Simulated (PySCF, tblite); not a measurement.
**B3NH7−: geometry, infrared bands, NMR shifts and spin-spin couplings**

Aim: predict the infrared bands, NMR shifts and spin-spin couplings of B3NH7− (`B[BH2-]NB`).

The runs use tblite 0.8.0 and PySCF 2.14.0, with density-fitted response routines of our own; the level of theory stands in each step. All values are computed, except where a source is named. Atoms count from 0, in the outputs and in this text.

## (1) Starting geometry

11 atoms, charge -1, multiplicity 1; geometry from: force field or distance geometry start.

Bonds of the start (Å): B0–B1 1.66, B1–N2 1.48, N2–B3 1.46, B0–H4 1.18, B0–H5 1.19, B1–H6 1.20, B1–H7 1.19, N2–H8 1.02, B3–H9 1.19, B3–H10 1.18.

## (2) Geometry optimisation with GFN2-xTB

What the job is given:

```
{"job": {"kind": "relax", "xc": "GFN2-xTB", "basis": "xTB"}, "charge": -1, "multiplicity": 1}
B     -1.869700     0.205000    -0.343100
B     -0.523900    -0.559000     0.247300
N      0.670700    -0.110000    -0.498900
B      1.854700     0.385700     0.204900
H     -1.769000     1.351500    -0.580200
H     -2.811600    -0.400400    -0.745000
H     -0.422900    -0.193900     1.388500
H     -0.663500    -1.743800     0.305700
H      0.692800    -0.200500    -1.514000
H      2.842800    -0.283700     0.207900
H      2.005100     1.551700     0.340900
```

Launch:

```sh
$ OMP_NUM_THREADS=1 python probes_run.py task.json out
```

The driver reads the jobs from task.json and runs them one after another.

Output:

```text
step      E/eV     max force
  0    -280.97614    3.486
  1    -281.24678    1.184
  2    -281.34740    1.149
  3    -281.47378    1.057
  4    -281.57065    0.832
  5    -281.62890    0.857
  6    -281.73404    1.136
  7    -281.84411    1.530
  8    -281.96920    1.497
  9    -282.10359    1.357
 10    -282.20240    0.815
 11    -282.25622    1.162
 12    -282.31539    1.367
 13    -282.37436    0.972
 14    -282.47503    0.841
 15    -282.51698    0.960
 16    -282.57558    0.712
 17    -282.62216    0.570
 18    -282.67452    0.756
 19    -282.72578    0.613
 20    -282.76316    0.478
 21    -282.78688    0.329
 22    -282.80097    0.313
 23    -282.80938    0.323
 24    -282.81567    0.232
 25    -282.81996    0.172
 26    -282.82275    0.176
 27    -282.82531    0.170
 28    -282.82862    0.172
 29    -282.83178    0.187
 30    -282.83609    0.219
 31    -282.84220    0.326
 32    -282.84988    0.343
 33    -282.85786    0.239
 34    -282.86517    0.224
 35    -282.87007    0.175
 36    -282.87355    0.153
 37    -282.87681    0.147
 38    -282.87932    0.136
 39    -282.88126    0.140
 40    -282.88315    0.163
 41    -282.88609    0.191
 42    -282.88909    0.162
 43    -282.89213    0.159
 44    -282.89446    0.148
 45    -282.89712    0.190
 46    -282.90024    0.171
 47    -282.90341    0.170
 48    -282.90560    0.125
 49    -282.90710    0.129
 50    -282.90826    0.122
 51    -282.90984    0.098
 52    -282.91056    0.082
 53    -282.91107    0.053
 54    -282.91142    0.044
 55    -282.91181    0.053
 56    -282.91229    0.063
 57    -282.91291    0.079
 58    -282.91352    0.074
 59    -282.91422    0.095
 60    -282.91484    0.102
 61    -282.91572    0.085
 62    -282.91651    0.061
 63    -282.91726    0.079
 64    -282.91778    0.064
 65    -282.91811    0.047
 66    -282.91832    0.042
 67    -282.91857    0.053
 68    -282.91882    0.058
 69    -282.91905    0.036
 70    -282.91915    0.025
 71    -282.91922    0.027
 72    -282.91930    0.035
 73    -282.91938    0.035
 74    -282.91946    0.022
 75    -282.91952    0.018
 76    -282.91956    0.017
 77    -282.91962    0.023
 78    -282.91969    0.027
 79    -282.91977    0.027
 80    -282.91986    0.030
 81    -282.91996    0.035
 82    -282.92006    0.038
 83    -282.92015    0.028
 84    -282.92023    0.023
 85    -282.92031    0.024
 86    -282.92041    0.028
 87    -282.92053    0.036
 88    -282.92069    0.042
 89    -282.92088    0.040
 90    -282.92115    0.053
 91    -282.92149    0.063
 92    -282.92180    0.061
 93    -282.92198    0.034
 94    -282.92214    0.036
 95    -282.92222    0.033
 96    -282.92240    0.041
 97    -282.92262    0.044
 98    -282.92300    0.046
 99    -282.92329    0.032
100    -282.92319    0.058
101    -282.92349    0.038
102    -282.92356    0.034
103    -282.92377    0.057
104    -282.92400    0.066
105    -282.92419    0.052
106    -282.92434    0.022
107    -282.92444    0.022
108    -282.92452    0.030
109    -282.92463    0.029
110    -282.92475    0.026
111    -282.92486    0.035
112    -282.92495    0.022
113    -282.92507    0.034
114    -282.92521    0.038
115    -282.92544    0.020
116    -282.92550    0.013
117    -282.92552    0.004
```

Run time: 0.61 s. Hardware: 1 thread of Arm Neoverse N1, shared host.

Relaxation path: (not every step is listed)

```tsv
step	energy from step 0 (eV)	largest force (eV/Å)
0	0.0000	3.4860
1	-0.2706	1.1844
2	-0.3713	1.1487
3	-0.4976	1.0570
4	-0.5945	0.8323
5	-0.6528	0.8569
6	-0.7579	1.1361
7	-0.8680	1.5295
8	-0.9931	1.4972
18	-1.6984	0.7558
28	-1.8525	0.1722
38	-1.9032	0.1360
48	-1.9295	0.1253
58	-1.9374	0.0744
68	-1.9427	0.0582
78	-1.9436	0.0266
88	-1.9445	0.0418
98	-1.9469	0.0458
108	-1.9484	0.0302
112	-1.9488	0.0217
113	-1.9489	0.0344
114	-1.9491	0.0380
115	-1.9493	0.0200
116	-1.9494	0.0132
117	-1.9494	0.0042
```

Close pairs (by a distance rule), those that changed most:

```tsv
bond	before (Å)	after (Å)	change (Å)
N2–B3	1.464	1.360	-0.104
B1–N2	1.478	1.567	+0.088
B1–H7	1.194	1.246	+0.052
B0–H4	1.175	1.197	+0.022
B0–B1	1.656	1.678	+0.022
B1–H6	1.202	1.217	+0.014
B3–H9	1.194	1.205	+0.012
N2–H8	1.019	1.012	-0.007
```

The final coordinates are the input of the step that follows.

## (3) Harmonic vibrations with GFN2-xTB

What the job is given:

```
{"job": {"kind": "ir", "xc": "GFN2-xTB", "basis": "xTB"}, "charge": -1, "multiplicity": 1}
B     -1.877530     0.237088    -0.519589
B     -0.579824    -0.432003     0.308175
N      0.818845    -0.135375    -0.332418
B      1.968603     0.401234     0.156686
H     -1.845909     0.675420    -1.633504
H     -2.996531     0.207120    -0.098492
H     -0.522884    -0.189458     1.499157
H     -0.762683    -1.660245     0.206315
H      0.806351    -0.385599    -1.312854
H      2.930555     0.554005    -0.553012
H      2.066431     0.730484     1.293495
```

Output:

```text
mode    cm-1     km/mol
  1      64.6      0.79
  2     175.6      3.51
  3     233.7      7.14
  4     290.9      5.70
  5     386.7      6.77
  6     401.5      2.34
  7     627.3      6.94
  8     786.0      2.90
  9     793.6     25.14
 10     825.8    113.56
 11     839.0     47.73
 12     861.7     98.22
 13     924.0     57.01
 14     994.1    107.86
 15    1082.9    160.13
 16    1179.2     95.11
 17    1206.5     83.93
 18    1243.2    166.80
 19    1271.9     19.06
 20    1482.6    213.81
 21    1933.7    659.17
 22    2200.6    406.33
 23    2274.2    554.49
 24    2351.3    511.87
 25    2408.6    403.84
 26    2454.0    326.39
 27    3387.5     67.00
```

Run time: 0.23 s. Hardware: 1 thread of Arm Neoverse N1, shared host.

The strongest bands and the atoms that carry them (share of the mass-weighted mode):

```tsv
cm⁻¹	km/mol	atoms
1243	166.8	H4 43 %, H5 43 %, B0 14 %
1483	213.8	B3 49 %, N2 44 %
1934	659.2	H7 91 %
2201	406.3	H6 90 %
2274	554.5	H9 90 %
2351	511.9	H4 59 %, H5 30 %, B0 10 %
2409	403.8	H5 60 %, H4 33 %
2454	326.4	H10 89 %
```

## (4) NMR shieldings: PBE0/pcSseg-1

The job, as its differences from that of step 3:

```diff
@@ -1,2 +1,2 @@
-{"job": {"kind": "ir", "xc": "GFN2-xTB", "basis": "xTB"}, "charge": -1, "multiplicity": 1}
+{"job": {"kind": "nmr", "xc": "PBE0", "basis": "pcSseg-1"}, "charge": -1, "multiplicity": 1}
 B     -1.877530     0.237088    -0.519589
```

Method: GIAO PBE0/pcSseg-1 NMR shielding, non-relativistic, gas phase.

Output:

```text
coarse grid: 8664 points
cycle   1  E = -133.2389246785  dE =  1.722e-02  |g| = 5.189e-01  |ddm| = 2.636e+00
cycle   2  E = -133.1854301155  dE =  5.349e-02  |g| = 7.349e-01  |ddm| = 1.699e+00
cycle   3  E = -133.3287518636  dE = -1.433e-01  |g| = 1.464e-01  |ddm| = 9.382e-01
cycle   4  E = -133.3339396771  dE = -5.188e-03  |g| = 1.934e-02  |ddm| = 1.260e-01
cycle   5  E = -133.3340259454  dE = -8.627e-05  |g| = 5.354e-03  |ddm| = 2.361e-02
cycle   6  E = -133.3340339725  dE = -8.027e-06  |g| = 1.329e-03  |ddm| = 6.967e-03
final grid: 82224 points
cycle   7  E = -133.3526462261  dE = -2.841e-05  |g| = 5.619e-03  |ddm| = 2.158e-02
cycle   8  E = -133.3526388955  dE =  7.331e-06  |g| = 8.008e-03  |ddm| = 1.486e-02
cycle   9  E = -133.3526550670  dE = -1.617e-05  |g| = 1.325e-03  |ddm| = 7.904e-03
cycle  10  E = -133.3526554989  dE = -4.319e-07  |g| = 1.076e-04  |ddm| = 1.093e-03
cycle  11  E = -133.3526555019  dE = -3.015e-09  |g| = 4.114e-05  |ddm| = 1.630e-04
cycle  12  E = -133.3526555024  dE = -5.310e-10  |g| = 8.687e-06  |ddm| = 5.930e-05
converged SCF energy = -133.3526555024

GIAO shielding tensors (ppm)
atom      isotropic    diamagn.    paramagn.     s11        s22        s33       span
  0 B      -19.019     194.020    -213.039   -191.287     -3.024    137.254    328.541
  1 B      112.260     183.006     -70.746     97.536    110.321    128.922     31.386
  2 N       74.522     316.707    -242.185    -86.868     88.238    222.194    309.062
  3 B       72.473     194.312    -121.839     27.632     74.031    115.758     88.126
  4 H       21.140      31.272     -10.132      5.771     27.446     30.202     24.432
  5 H       21.125      31.016      -9.891      6.251     27.121     30.004     23.753
  6 H       28.298      28.949      -0.651     25.964     26.613     32.316      6.352
  7 H       28.869      28.176       0.693     25.160     27.951     33.497      8.336
  8 H       25.776      31.457      -5.681     23.389     25.196     28.742      5.353
  9 H       27.339      30.365      -3.026     25.506     27.260     29.252      3.745
 10 H       27.276      31.492      -4.216     25.664     27.419     28.746      3.082
```

Run time: 15 s. Hardware: 1 thread of Arm Neoverse N1, shared host; peak memory 0.46 GiB.

Shifts follow as δ = σ(reference) − σ, with reference shieldings (ppm) from runs at the same level and on the same kind of geometry: ¹H TMS 31.72, ¹⁵N NH3 267.7, ¹¹B BF3·OEt2 100.1. The references are single molecules in the gas phase, so shifts against H2O, NH3, PH3, H3PO4 or CFCl3 are not on the usual liquid scales and can be off by tens of ppm. Atoms listed in one row are averaged.

```tsv
atoms	environment	σ (ppm)	δ (ppm)
H4, H5	hydrogen on a boron bonded to B	21.13	10.58
H8	hydrogen on a nitrogen bonded to 2 B	25.78	5.94
H9, H10	hydrogen on a boron bonded to N	27.31	4.41
H6, H7	hydrogen on a boron bonded to B, N	28.58	3.13
B0	boron bonded to B, 2 H	-19.0	119.1
B3	boron bonded to N, 2 H	72.5	27.6
B1	boron bonded to B, N, 2 H	112.3	-12.2
N2	nitrogen bonded to 2 B, H	74.5	193.2
```

The run also stored atomic charges by several schemes (e):

```tsv
atoms	Mulliken	IAO	Hirshfeld	ESP fit
B0	-0.07	-0.12	0.00	0.28
B1	0.00	-0.37	-0.15	-0.12
N2	-0.49	-0.38	-0.22	-0.30
B3	0.08	-0.14	-0.01	0.01
```

Mayer bond orders: B0–B1 1.10, B1–N2 0.75, N2–B3 1.62.

Orbitals, density, ELF and potential are computed afterwards from the orbital file.

Frontier orbitals at PBE0/pcSseg-1, with the share of their density that lies nearest to each atom:

```tsv
orbital	energy (eV)	lies on
HOMO	-1.41	B0 22 %; N2 18 %; B1 17 %
LUMO	3.61	B0 50 %; H4, H5 about 17 % each; H7 9 %
```

ELF in a plane through or near 6 of the atoms.

Ten even steps from '0' (0.00) to '9' (1.00):
```
0000000000000000000000000000
0000000000000000000000000000
0000000000000111000000000000
0000000000002788610000000000
0000001220006999940000000000
0000016986007999950000000000
0000049999206999930013310000
0000049999501899621279971000
0000027999411354675699994000
0000014522355534994699996100
0001799823787645929199983000
0004999984687522653455531000
0005999984345200599983100000
0002899961012100799995100000
0000489820000000799996100000
0000013200000000599984000000
0000000000000000146630000000
0000000000000000000000000000
0000000000000000000000000000
0000000000000000000000000000
```
The map spans 11.1 Å across and 8.5 Å up, centred on the molecule. Atoms in the plane (x, y in Å): B0 (1.9, -0.3), B3 (-2.0, 0.0), H4 (1.9, -1.5), H5 (2.9, 0.2), H6 (0.3, 1.6), H9 (-2.9, -0.9).

On the surface of density 0.002 e/bohr³ the electrostatic potential runs, from the 1st to the 99th percentile, from -5.64 to -2.93 V.

## (5) Indirect couplings: B3LYP/pcJ-1

The job, as its differences from that of step 4:

```diff
@@ -1,2 +1,2 @@
-{"job": {"kind": "nmr", "xc": "PBE0", "basis": "pcSseg-1"}, "charge": -1, "multiplicity": 1}
+{"job": {"kind": "j", "xc": "B3LYP", "basis": "pcJ-1"}, "charge": -1, "multiplicity": 1}
 B     -1.877530     0.237088    -0.519589
```

With the program's defaults for keys left out, this is: B3LYP/pcJ-1 indirect spin-spin coupling, non-relativistic, gas phase.

Output:

```text
coarse grid: 8664 points
cycle   1  E = -133.4507468416  dE = -2.412e-02  |g| = 5.749e-01  |ddm| = 2.460e+00
cycle   2  E = -133.3355265605  dE =  1.152e-01  |g| = 9.096e-01  |ddm| = 1.899e+00
cycle   3  E = -133.5538402614  dE = -2.183e-01  |g| = 1.779e-01  |ddm| = 1.147e+00
cycle   4  E = -133.5613900467  dE = -7.550e-03  |g| = 2.953e-02  |ddm| = 1.588e-01
cycle   5  E = -133.5615955185  dE = -2.055e-04  |g| = 6.700e-03  |ddm| = 3.336e-02
cycle   6  E = -133.5616078014  dE = -1.228e-05  |g| = 1.942e-03  |ddm| = 8.753e-03
cycle   7  E = -133.5616088624  dE = -1.061e-06  |g| = 2.906e-04  |ddm| = 2.317e-03
final grid: 82224 points
cycle   8  E = -133.5863613180  dE = -5.960e-05  |g| = 4.552e-03  |ddm| = 1.700e-02
cycle   9  E = -133.5863534394  dE =  7.879e-06  |g| = 7.446e-03  |ddm| = 8.415e-03
cycle  10  E = -133.5863651738  dE = -1.173e-05  |g| = 7.563e-04  |ddm| = 5.498e-03
cycle  11  E = -133.5863652898  dE = -1.159e-07  |g| = 2.875e-04  |ddm| = 8.239e-04
cycle  12  E = -133.5863653155  dE = -2.573e-08  |g| = 2.510e-05  |ddm| = 3.461e-04
cycle  13  E = -133.5863653156  dE = -1.478e-10  |g| = 9.280e-06  |ddm| = 4.018e-05
converged SCF energy = -133.5863653156

Indirect spin-spin couplings (Hz)
  i      j    bonds     total        FC       PSO       DSO        SD
  0 B    1 B    1     67.853    69.572    -1.983     0.164     0.100
  0 B    2 N    2      0.135     0.060     0.080    -0.000    -0.003
  0 B    3 B    3      2.983     2.996     0.143    -0.100    -0.056
  0 B    4 H    1     98.816   100.861    -2.386     0.263     0.079
  0 B    5 H    1     99.964   101.929    -2.306     0.236     0.105
  0 B    6 H    2      0.660     0.816    -0.086    -0.207     0.136
  0 B    7 H    2     -1.542    -1.822     0.059    -0.067     0.288
  0 B    8 H    3      2.101     2.392    -0.289    -0.009     0.008
  0 B    9 H    4     -1.074    -1.018     0.214    -0.253    -0.018
  0 B   10 H    4     -1.030    -1.018     0.189    -0.194    -0.008
  1 B    2 N    1    -13.540   -13.420     0.329    -0.079    -0.370
  1 B    3 B    2      1.311     1.497    -0.017    -0.151    -0.018
  1 B    4 H    2      1.379     1.751    -0.155    -0.241     0.025
  1 B    5 H    2      4.837     5.243    -0.210    -0.206     0.011
  1 B    6 H    1     92.502    91.929    -0.333     0.798     0.107
  1 B    7 H    1     75.833    75.053    -0.107     0.817     0.071
  1 B    8 H    2     -1.667    -1.630     0.337    -0.469     0.096
  1 B    9 H    3      6.295     6.326     0.430    -0.504     0.043
  1 B   10 H    3      4.727     4.838     0.024    -0.110    -0.026
  2 N    3 B    1    -31.691   -34.671     3.933    -0.055    -0.898
  2 N    4 H    3     -2.233    -2.229    -0.017    -0.008     0.021
  2 N    5 H    3     -4.375    -4.383    -0.070     0.097    -0.018
  2 N    6 H    2     -2.622    -2.624     0.038     0.010    -0.046
  2 N    7 H    2      0.884     0.964    -0.042     0.002    -0.040
  2 N    8 H    1    -67.442   -63.698    -3.022    -0.282    -0.441
  2 N    9 H    2     -0.378    -1.023     0.577     0.130    -0.063
  2 N   10 H    2     -3.643    -4.360     0.642     0.118    -0.044
  3 B    4 H    4     -0.157    -0.172     0.253    -0.243     0.005
  3 B    5 H    4      0.597     0.626     0.296    -0.308    -0.017
  3 B    6 H    3      4.696     4.966    -0.128    -0.096    -0.046
  3 B    7 H    3      3.226     3.299     0.387    -0.449    -0.011
  3 B    8 H    2     -2.727    -1.106    -0.501    -0.990    -0.129
  3 B    9 H    1    111.883   111.817    -0.722     0.639     0.148
  3 B   10 H    1    125.709   125.674    -0.841     0.652     0.224
  4 H    5 H    2     -2.032    -1.586     1.307    -1.753         -
  4 H    6 H    3      3.119     3.292     1.270    -1.443         -
  4 H    7 H    3     -2.943    -2.882     0.914    -0.975         -
  5 H    6 H    3      1.270     1.329     0.390    -0.449         -
  5 H    7 H    3     -2.876    -2.853     0.516    -0.539         -
  5 H    8 H    4     -0.244    -0.099     0.874    -1.019         -
  5 H   10 H    5     -0.258    -0.202     0.539    -0.595         -
  6 H    7 H    2    -24.307   -24.385     0.944    -0.867         -
  6 H    8 H    3      8.597     8.703     2.679    -2.785         -
  6 H    9 H    4     -0.388    -0.257     1.057    -1.189         -
  7 H    8 H    3      2.636     2.678     0.364    -0.406         -
  7 H    9 H    4     -2.072    -1.978     1.020    -1.113         -
  7 H   10 H    4     -1.616    -1.502     0.730    -0.844         -
  8 H    9 H    3      9.669    10.146     0.007    -0.485         -
  8 H   10 H    3     14.245    14.703     2.772    -3.230         -
  9 H   10 H    2     11.377    11.399     1.835    -1.857         -
```

Run time: 27 s. Hardware: 1 thread of Arm Neoverse N1, shared host; peak memory 0.72 GiB.

A choice of the couplings up to four bonds, sorted by the number of bonds, with means over like pairs; isotopes 11B, 1H, 15N:

```tsv
pair	bonds	J (Hz)	Fermi contact (Hz)	dihedral (°)
B3–H9	1	118.8	118.7	–
B0–H4	1	99.4	101.4	–
B1–H6	1	84.2	83.5	–
B0–B1	1	67.9	69.6	–
N2–H8	1	-67.4	-63.7	–
N2–B3	1	-31.7	-34.7	–
B1–N2	1	-13.5	-13.4	–
H6–H7	2	-24.3	-24.4	–
H9–H10	2	11.4	11.4	–
B1–H4	2	3.1	3.5	–
B3–H8	2	-2.7	-1.1	–
H4–H5	2	-2.0	-1.6	–
N2–H9	2	-2.0	-2.7	–
B1–H8	2	-1.7	-1.6	–
B1–B3	2	1.3	1.5	–
H8–H9	3	12.0	12.4	–
H6–H8	3	5.6	5.7	–
B1–H9	3	5.5	5.6	–
B3–H6	3	4.0	4.1	–
N2–H4	3	-3.3	-3.3	–
B0–B3	3	3.0	3.0	126
B0–H8	3	2.1	2.4	-52
B0–H9	4	-1.1	-1.0	–
H6–H9	4	-1.0	-0.9	–
```

The spin-dipole term was solved for some atoms only; pairs without it lack that part.

Quadrupole couplings from the field gradients of the same density:

```tsv
atom	isotope	eQq/h (MHz)	η
B0	11B	5.696	0.34
B3	11B	3.058	0.20
N2	14N	1.810	0.40
B1	11B	-1.263	0.81
```

Shifts (PBE0/pcSseg-1, unscaled) and these couplings together give the proton spectrum at 300 MHz below. Couplings to quadrupolar nuclei are left out.

¹H NMR δ 10.58 (br, 2H), 5.94 (br s, 1H), 4.41 (br, 2H), 3.13 (br, 2H).

## (6) Outcome

```
                                                              quantity                        value
                             strongest single infrared mode (GFN2-xTB)        1934 cm⁻¹, 659 km/mol
                                          zero-point energy (GFN2-xTB)                46.7 kcal/mol
¹H shifts against TMS (PBE0/pcSseg-1, means over atoms taken as alike)  10.58, 5.94, 4.41, 3.13 ppm
                           ¹¹B shifts against BF3·OEt2 (PBE0/pcSseg-1)       119.1, 27.6, -12.2 ppm
                                ¹⁵N shifts against NH3 (PBE0/pcSseg-1)                    193.2 ppm
                           largest coupling of the table (B3LYP/pcJ-1)      ¹J(B,H) B3–H9, 118.8 Hz
```

Relaxing lowered the energy by 1.949 eV in 117 steps; the close pair that moved most is N2–B3, from 1.464 to 1.360 Å. No mode is imaginary among the 27: a minimum at this level. The strongest single mode, at 1934 cm⁻¹, moves mainly H7. Unscaled tight-binding wavenumbers are off by several per cent, some by more. Its intensities can rank the bands wrongly. At PBE0/pcSseg-1: The largest span, 329 ppm, is at B0, where the paramagnetic term is -213 ppm. Of the pairs tabulated at B3LYP/pcJ-1, B3–H9 (mean over like pairs) couples most strongly (118.8 Hz; Fermi contact 118.7 Hz). Couplings across rotatable bonds belong to this one conformer; where others are populated, the observed values are averages.
